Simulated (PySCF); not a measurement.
# Cl4Ta (Ta(Cl)4+): the cost of one run

Computed with PySCF 2.14.0. Level: PBE0, Ta def2-SVP with ECP60, Cl def2-SVP; scalar-relativistic core potentials, no spin–orbit coupling.

3 further runs of the same task are left out: 2 for a known fault of the program, 1 that didn't finish.

## 1. The system as given

5 atoms, charge 1, spin multiplicity 1.

Bond lengths: Ta1–Cl2 2.220 Å, Ta1–Cl3 2.220 Å, Ta1–Cl4 2.220 Å, Ta1–Cl5 2.220 Å. Angles: Cl2–Ta1–Cl3 109.5°, Cl2–Ta1–Cl4 109.5°, Cl2–Ta1–Cl5 109.5°, Cl3–Ta1–Cl4 109.5°, Cl3–Ta1–Cl5 109.5°, Cl4–Ta1–Cl5 109.5°.

Coordinates:

| atom | x (Å) | y (Å) | z (Å) |
| --- | --- | --- | --- |
| Ta1 | 0.00000 | 0.00000 | 0.00000 |
| Cl2 | 1.28174 | 1.28174 | 1.28174 |
| Cl3 | -1.28174 | -1.28174 | 1.28174 |
| Cl4 | 1.28174 | -1.28174 | -1.28174 |
| Cl5 | -1.28174 | 1.28174 | -1.28174 |

Formal oxidation states: Ta +5. An earlier session relaxed this geometry at PBE0, Ta def2-SVP with ECP60, Cl def2-SVP (singlet, point group Td).

Its energy there is -1896.590445 Eh.

## 2. Multiplicity 3 at the relaxed geometry

File run.py (the lines that set the calculation):

```python
mol = gto.M(atom='''
Ta     0.00000     0.00000     0.00000
Cl     1.28174     1.28174     1.28174
Cl    -1.28174    -1.28174     1.28174
Cl     1.28174    -1.28174    -1.28174
Cl    -1.28174     1.28174    -1.28174''',
    basis={'Ta': 'def2-SVP', 'Cl': 'def2-SVP'},
    ecp={'Ta': 'def2-SVP'},
    charge=1, spin=2)
mf = dft.UKS(mol, xc='PBE0')
mf.grids.atom_grid = (50, 194)
mf = mf.density_fit()  # fitting sets: Ta def2-universal-JKFIT, Cl def2-universal-JKFIT
mf.conv_tol = 1e-08; mf.max_cycle = 55
mf.kernel(dm0)  # dm0: free metal ions and neutral atoms
```

The run is started by

```
OMP_NUM_THREADS=2 python run.py
```

**Question.** How long does this run take on 2 threads of Arm Neoverse V2, shared host?

About 11 s.
